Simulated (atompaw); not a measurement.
# Hydrogen: generating and testing a PAW (atompaw) potential

Do these settings give a usable potential? It is generated, then checked for scattering, ghosts and hardness.

Program: atompaw 4.2.0.5. Reference atom: PBE, scalar-relativistic, spherical and spin-unpolarised. All values are calculated.

## Step 1: Starting point

Typed settings, in words:

```json
{
 "element": "hydrogen (H, Z = 1)",
 "type": "PAW",
 "frozen core": "none",
 "valence charge": "1",
 "reference configuration": "1s1",
 "partial waves": "1s (bound): rc 1.25 bohr; 1s channel at 1.35 Ry: rc 1.25 bohr",
 "local potential": "ultrasoft scheme with l = 1 at 0 Ry, radius 1.00 bohr",
 "core correction": "not asked for",
 "augmentation charge": "besselshape compensation charge, radius 1.00 bohr; PAW radius 1.25 bohr; waves and projectors: custom rrkj vanderbiltortho"
}
```

An earlier all-electron run gives the scale for the radii.

All-electron outer shells of the reference configuration (PBE, scalar-relativistic, ld1.x):

```json
{"shell": "1s", "level (eV)": "-6.49", "outermost node (bohr)": "–", "outermost maximum (bohr)": "1.03"}
```

## Step 2: The generation run

Contents of H.input:

```
H 1
GGA-PBE scalarrelativistic loggrid 1500 logderivrange -2 5 176
1 0 0 0 0 0
1 0 1
0 0 0
v
0
1.25 1.00 1.00 1.00
y
1.35
n
custom rrkj vanderbiltortho besselshape
1 0 ultrasoft
1.25
1.25
PWSCFOUT
UPFDX 0.0125d0 UPFXMIN -7.d0 UPFZMESH 1.d0
END
```

Launch:

```console
atompaw < H.input > H.log
```

**Question.** What will these runs give? Wanted: cutoffs for 10 and 1 mRy, occupied levels; bound ghosts; largest phase difference near zero energy, channels read; lowest eigenvalue of the overlap; share of valence orbitals outside the PAW sphere; UPF file.

The runs gave:

| quantity | value |
| --- | --- |
| cutoffs for 10 and 1 mRy, occupied levels | 15 Ry and 25 Ry |
| bound ghosts | none found |
| largest phase difference near zero energy, channels read | 0.000 rad |
| lowest eigenvalue of the overlap (Bessel basis) | 0.982 (s) |
| share of valence orbitals outside the PAW sphere | 1s 58 % |
| UPF file | written |

**Reading.** It counts as soft on the atom at that tolerance, with 15 Ry needed at the looser tolerance. The Bessel-basis test finds no level below the valence levels. Near zero energy the phases of the channels with partial waves agree within 0.001 rad. These are tests on the free atom; a crystal test is still owed.
